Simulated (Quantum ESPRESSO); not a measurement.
# Pt under changes of volume

One of the cells (15.291 Å³/atom); the others are scaled copies at fixed shape and fractional positions:

```
CELL_PARAMETERS angstrom
0.00000 1.97000 1.97000
1.97000 0.00000 1.97000
1.97000 1.97000 0.00000
ATOMIC_POSITIONS crystal
Pt 0.00000 0.00000 0.00000
```

The cell was built by a generator and needn't be a form met in nature.

| Quantity | Value |
| --- | --- |
| Program | Quantum ESPRESSO 7.5 |
| Functional | LDA |
| Potentials or basis | GBRV 1.5 LDA |
| Cutoff | 612 eV |
| Density cutoff | 4898 eV |
| k mesh | 20 × 20 × 20 |
| Occupations | methfessel-paxton, width 0.2 eV |
| Spin | no spin polarisation |

```tsv
volume (Å³/atom)	energy over the lowest point (meV/atom)	pressure (GPa)
14.373	8.90	7.6
14.679	0.00	0.6
14.985	3.64	-5.5
15.291	18.27	-10.9
15.597	?	?
15.902	75.61	-19.8
16.208	115.78	-23.4
```

Question: What does the run at 15.597 Å³/atom give?

Answer: Energy over the lowest point 42.73 meV/atom; pressure -15.7 GPa.

Worked out: A Birch-Murnaghan fit of order 3 (a polynomial in V^(-2/3)) to the other rows has its minimum at 14.74 Å³/atom with B0 = V·E''(V) = 310 GPa and B' = 5.4. It gives 42.77 meV/atom at 15.597 Å³/atom, against the run's 42.73, and -dE/dV = -15.1 GPa, against -15.7.

Energies are extrapolated to zero smearing.
